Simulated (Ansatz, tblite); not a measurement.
# The cluster Nb₃Te₄+: a ladder of methods and basis sets

The task here is to estimate one member of a computed series from the others.

Computed with Ansatz 0.2.0, Gaussian basis. Level: as each input shows.

Plan: GFN1-xTB, GFN2-xTB, PBE-D4/def2-TZVP, r2SCAN-D4/def2-TZVP, HSE06-D4/def2-TZVP, B2PLYP/def2-TZVP, PBE-D4/def2-SVP, PBE0-D4/def2-SVP, MP2/def2-TZVP, RPA/def2-TZVP.

4 further runs of the same task are left out: 4 set aside as unsound or not needed.

## The relaxed structure

The geometry is that of the singlet, from an earlier relaxation (PBE-D4/def2-SVP). At that level it is the lowest of the isomers that a small search found.

7 atoms, charge 1, spin multiplicity 1.

Bond lengths: Nb1–Te4 2.678 Å, Nb1–Te5 2.678 Å, Nb1–Te7 2.773 Å, Nb2–Te5 2.679 Å, Nb2–Te6 2.678 Å, Nb2–Te7 2.773 Å, Nb3–Te4 2.678 Å, Nb3–Te6 2.678 Å, Nb3–Te7 2.772 Å. Angles: Te4–Nb1–Te5 103.8°, Te4–Nb1–Te7 115.7°, Te5–Nb1–Te7 115.9°, Te5–Nb2–Te6 103.6°, Te5–Nb2–Te7 115.9°, Te6–Nb2–Te7 115.8°, Te4–Nb3–Te6 103.9°, Te4–Nb3–Te7 115.7°, Te6–Nb3–Te7 115.8°, Nb1–Te4–Nb3 59.8°, Nb1–Te5–Nb2 59.8°, Nb2–Te6–Nb3 59.8°, Nb1–Te7–Nb2 57.5°, Nb1–Te7–Nb3 57.6°, Nb2–Te7–Nb3 57.6°.

Nb, Te take a core potential in the def2 sets. No spin-orbit coupling is included. The ion is computed in the gas phase, without counter-ions or solvent.

PBE0-D4/def2-TZVP was run before; its log isn't repeated, and its numbers join the tables.

The first run:

Tight binding, by tblite at 300 K electronic temperature and without a spin-polarisation term:

```python
tblite.interface.Calculator('GFN1-xTB', numbers, positions, charge=1, uhf=0).singlepoint()
```

Tight binding, by tblite at 300 K electronic temperature and without a spin-polarisation term:

```python
tblite.interface.Calculator('GFN2-xTB', numbers, positions, charge=1, uhf=0).singlepoint()
```

start.molden holds the orbitals of an earlier run on this state, given as this run's starting guess.

The input, in.yaml:

```yaml
crystal:
  periodic: [false, false, false]
  atoms:
    - {symbol: Nb, position_ang: [-1.444309, 0.184218, 0.623144]}
    - {symbol: Nb, position_ang: [1.123346, -0.414828, 1.038871]}
    - {symbol: Nb, position_ang: [0.429880, 1.121895, -1.031983]}
    - {symbol: Te, position_ang: [-1.841764, 0.107860, -2.024165]}
    - {symbol: Te, position_ang: [-0.742114, -2.326823, 1.235905]}
    - {symbol: Te, position_ang: [2.213930, -0.847311, -1.368724]}
    - {symbol: Te, position_ang: [0.261031, 2.174979, 1.526942]}
basis:
  gaussian: {orbitals: def2-TZVP, initial_orbitals: start.molden}
total_charge: 1
hamiltonian: {xc: pbe, dispersion: d4}
scf: {omitted_lower_state_checks: [starts]}
output: {orbitals: {seedname: orbitals}}
```

Run with:

```bash
> ansatz run in.yaml --threads 6 --pin off --events-out ev --progress --plain --max-ram 7833MiB
```

Steps of the session up to this table: PBE-D4/def2-TZVP; r2SCAN-D4/def2-TZVP; HSE06-D4/def2-TZVP; B2PLYP/def2-TZVP; PBE-D4/def2-SVP; PBE0-D4/def2-SVP; MP2/def2-TZVP; RPA/def2-TZVP.

One table of the session follows, with a row left open; its other results are not shown here.

```
              level  HOMO (eV)  LUMO (eV)  gap (eV)
    PBE-D4/def2-SVP      -8.99      -7.88      1.11
   PBE-D4/def2-TZVP          ?          ?         ?
r2SCAN-D4/def2-TZVP      -9.16      -7.81      1.35
   PBE0-D4/def2-SVP     -10.03      -7.25      2.77
  PBE0-D4/def2-TZVP      -9.94      -7.19      2.75
 HSE06-D4/def2-TZVP      -9.56      -7.55      2.01
```

Estimate the missing values for PBE-D4/def2-TZVP.

As computed: HOMO (eV): -8.93; LUMO (eV): -7.84; gap (eV): 1.09. In the column «HOMO (eV)» it is the highest.
